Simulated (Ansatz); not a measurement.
Co, a slab with vacuum:

```xyz
7
Lattice="2.4706 0.0000 0.0000 -1.2353 2.1396 0.0000 0.0000 0.0000 27.1324" Properties=species:S:1:pos:R:3 pbc="T T T"
Co    0.0000    1.4264    7.5000
Co    0.0000    0.0000    9.5221
Co    1.2353    0.7132   11.5441
Co    0.0000    0.0000   13.5662
Co    0.0000    1.4264   15.5882
Co    0.0000    0.0000   17.6103
Co    1.2353    0.7132   19.6324
```

The cell isn't the ideal one: the (0 0 1) slab of Co, cut from the database cell, not relaxed.

Base run:

* Program: Ansatz 0.2.0
* Functional: revPBE
* Potentials or basis: Ansatz PAW
* Cutoff: 420 eV (not typed: the program's choice for these potentials)
* k mesh: 12 × 12 × 1
* Occupations: fermi-dirac, width 0.05 eV
* Spin: collinear spin, ferromagnetic start
* Starting moments: [2.0, 2.0, 2.0, 2.0, 2.0, 2.0, 2.0] μB

Its results: band gap on the k mesh none (metal or under the smearing width); net moment 11.95 μB per cell; site moments Co +1.84, +1.77, +1.75, +1.73 μB; largest force 0.377 eV/Å.

The run is repeated on the same cell with these changes: functional from revPBE to LDA. What comes out?

Band gap on the k mesh none (metal or under the smearing width); net moment 11.50 μB per cell; site moments Co +1.75, +1.68, +1.65, +1.64 μB; largest force 0.795 eV/Å.

Caveats: the PAW data sets come from PBE, with cores solved anew for the run's functional, which leaves a small shift of forces and pressure.
